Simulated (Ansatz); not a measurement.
Write a Python script for Ansatz's Python interface that makes a rigid scan of one bond angle of BGeH5OSe, SMILES [OH][GeH2][BH][SeH]. Level of theory (for the species named): CAM-B3LYP, def2-SVP basis, multiplicity 1.

```xyz
9

O    -0.2602    0.4614   -2.0800
Ge    0.7192    0.4884   -0.6312
B     0.0815   -0.9790    0.5944
Se   -1.6861   -0.9549    1.3327
H    -1.2019    0.7644   -1.7795
H     0.6084    1.8706    0.0967
H     2.2238    0.2453   -1.0360
H     0.8981   -1.8285    0.9031
H    -1.2943   -0.1140    2.5827
```

`bgeh5ose_bend.py`:
```python
# -*- coding: utf-8 -*-
"""Energy of BGeH5OSe against one bond angle."""

import logging
import sys

import ansatz as az
from ase import Atoms

logging.basicConfig(stream=sys.stdout, format="%(levelname)s %(message)s")
logger = logging.getLogger("run")
logger.setLevel(logging.INFO)

BASIS = "def2-SVP"
XC = "cam_b3lyp"
FORCE_TOL = 0.02

atoms = Atoms(["O", "Ge", "B", "Se", "H", "H", "H", "H", "H"], positions=[
    (-0.2602, 0.4614, -2.08),
    (0.7192, 0.4884, -0.6312),
    (0.0815, -0.979, 0.5944),
    (-1.6861, -0.9549, 1.3327),
    (-1.2019, 0.7644, -1.7795),
    (0.6084, 1.8706, 0.0967),
    (2.2238, 0.2453, -1.036),
    (0.8981, -1.8285, 0.9031),
    (-1.2943, -0.114, 2.5827),
])

# start the scan from a relaxed geometry
first = (
    az.Crystal.molecule_from_ase(atoms).calculation()
    .basis(gaussian=BASIS)
    .functional(XC)
    .relax(force_tolerance=FORCE_TOL, max_steps=80)
)
atoms.positions = first.run(threads=1, backend="cpu").report["positions_ang"]

rows = []
for angle in [90, 100, 110, 120, 135, 150, 165, 179]:
    bent = atoms.copy()
    bent.set_angle(2, 3, 8, angle, indices=[8])
    base = (
        az.Crystal.molecule_from_ase(bent).calculation()
        .basis(gaussian=BASIS)
        .functional(XC)
    )
    rows.append((angle, base.run(threads=1, backend="cpu").report["free_energy_ev"]))
floor = min(e for _, e in rows)
for angle, e in rows:
    logger.info(f"angle B2-Se3-H8 = {angle:3d} deg   {1000 * (e - floor):9.1f} meV")
```

Output of `python bgeh5ose_bend.py`:
```text
INFO angle B2-Se3-H8 =  90 deg        59.6 meV
INFO angle B2-Se3-H8 = 100 deg         0.0 meV
INFO angle B2-Se3-H8 = 110 deg        87.4 meV
INFO angle B2-Se3-H8 = 120 deg       306.1 meV
INFO angle B2-Se3-H8 = 135 deg       837.8 meV
INFO angle B2-Se3-H8 = 150 deg      1528.9 meV
INFO angle B2-Se3-H8 = 165 deg      2197.6 meV
INFO angle B2-Se3-H8 = 179 deg      2513.8 meV
```

The scan is rigid, and the energies are electronic, in a modest basis. The zero is the lowest point of the grid, which needn't be the minimum. Run time: 5.7 min on 1 thread of Arm Neoverse V2 (shared host), peak memory 0.44 GiB.
